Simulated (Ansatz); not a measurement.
## GdO in Ansatz: the effect of starting spin order

Crystal: GdO.

```
Gd O
1.0
     0.00000    2.70000    2.70000
     2.70000    0.00000    2.70000
     2.70000    2.70000    0.00000
Gd O
1 1
Cartesian
  0.0000 0.0000 0.0000
  4.0500 4.0500 4.0500
```

Alike in all runs:

```yaml
Program: Ansatz 0.2.0
Task: single point
Functional: PBEsol
Potentials_or_basis: Ansatz PAW
Cutoff: "420 eV (not typed: the program's choice for these potentials)"
k_mesh: 9 × 9 × 9
Occupations: fermi-dirac, width 0.05 eV
```

| starting spin order | spin | starting moments | energy over the lowest run (meV/atom) | final net moment (μB) | final largest site moment (μB) |
| --- | --- | --- | --- | --- | --- |
| spin off | no spin polarisation | - | ? | ? | ? |
| fm | collinear spin, ferromagnetic start | [7.0, 0.0] μB | 0.0 | 7.51 | 6.82 |
| random | collinear spin, random start | [-5.69, 0.0] μB | 0.0 | -7.51 | 6.82 |
| ferromagnetic start, larger moments | collinear spin, ferromagnetic start | [8.5, 0.0] μB | 0.0 | 7.51 | 6.82 |

What does the run with starting spin order spin off give?

Energy over the lowest run 3540.5 meV/atom; final net moment 0.00 μB; final largest site moment 0.00 μB.

Caveats: a cell with one magnetic atom can't hold antiferromagnetic order, which such compounds often take (some runs).
